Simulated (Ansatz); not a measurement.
# MnGa4: the cost of one run

Method: DFT PBEsol, scalar-relativistic, plane waves, PAW, in Ansatz 0.2.0.

1 further run of the same task is left out (set aside as unsound or not needed).

## 1. Starting point

Symmetry: Im-3m, No. 229, cubic system. The conventional cell has a = 5.510 Å, b = 5.510 Å, c = 5.510 Å, α = 90.00°, β = 90.00°, γ = 90.00°. Mn (site symmetry m-3m) has 8 Ga at 2.39 Å as nearest neighbours. Around Ga (site symmetry -3m) lie 2 Mn at 2.39 Å.

Coordinates:

```xyz
5
Lattice="-2.7548 2.7548 2.7548 2.7548 -2.7548 2.7548 2.7548 2.7548 -2.7548" Properties=species:S:1:pos:R:3 pbc="T T T"
Mn    0.0000    0.0000    0.0000
Ga    1.3774    1.3774   -1.3774
Ga    1.3774   -1.3774    1.3774
Ga   -1.3774    1.3774    1.3774
Ga    1.3774    1.3774    1.3774
```

It goes back to an entry of the Materials Project.

This cell was relaxed beforehand with the same method: volume 16.72 Å³/atom, gap on the mesh none (metal), site moments up to 0.6 μB.

## 2. Electronic structure at the relaxed geometry

input.yaml

```yaml
crystal:
  lattice:
    - [-2.7547829049, 2.7547829049, 2.7547829049]
    - [2.7547829049, -2.7547829049, 2.7547829049]
    - [2.7547829049, 2.7547829049, -2.7547829049]
  atoms:
    - { symbol: Mn, position: [0.0, 0.0, 0.0], spin: 0.62 }
    - { symbol: Ga, position: [0.0, 0.0, 0.5] }
    - { symbol: Ga, position: [0.0, 0.5, 0.0] }
    - { symbol: Ga, position: [0.5, 0.0, 0.0] }
    - { symbol: Ga, position: [0.5, 0.5, 0.5] }
basis:
  ecutwfc: 420
kpoints:
  mp_grid: { grid: [10, 10, 10] }
  band_path:
    path:
      - [[0.0, 0.0, 0.0], [0.5, -0.5, 0.5], [0.0, 0.0, 0.5], [0.0, 0.0, 0.0], [0.25, 0.25, 0.25], [0.5, -0.5, 0.5]]
      - [[0.25, 0.25, 0.25], [0.0, 0.0, 0.5]]
    npoints: 14
hamiltonian:
  xc: pbesol
scf:
  occupations: { method: gaussian, width: 0.1 }
  n_extra_bands: 12
output:
  forces: true
  stress: true
  eigenvalues: true
  populations: true
  dos: { projected: true, de: 0.02, nscf_kmesh: { grid: [15, 15, 15] } }
  bader: true
  write_density: true
  write_potential: true
  elf: true
  volumetric_format: npy
magnetization:
  spin_polarized: true
checkpoint:
  read: start.run
  write: ck
  compress: false
  write_wavefunctions: false
  write_every: 100000
```

Run with:

```sh
ansatz run input.yaml --threads 1 --pin off --max-ram 2560MiB --backend cpu --events-out ev --progress --plain --runs-dir out
```

Q: Estimate wall time and peak memory on 1 thread of Intel Xeon Platinum 8259CL at 2.50GHz (Skylake/Cascade Lake), shared host.

About 2.8 min, with a peak of 0.69 GiB.
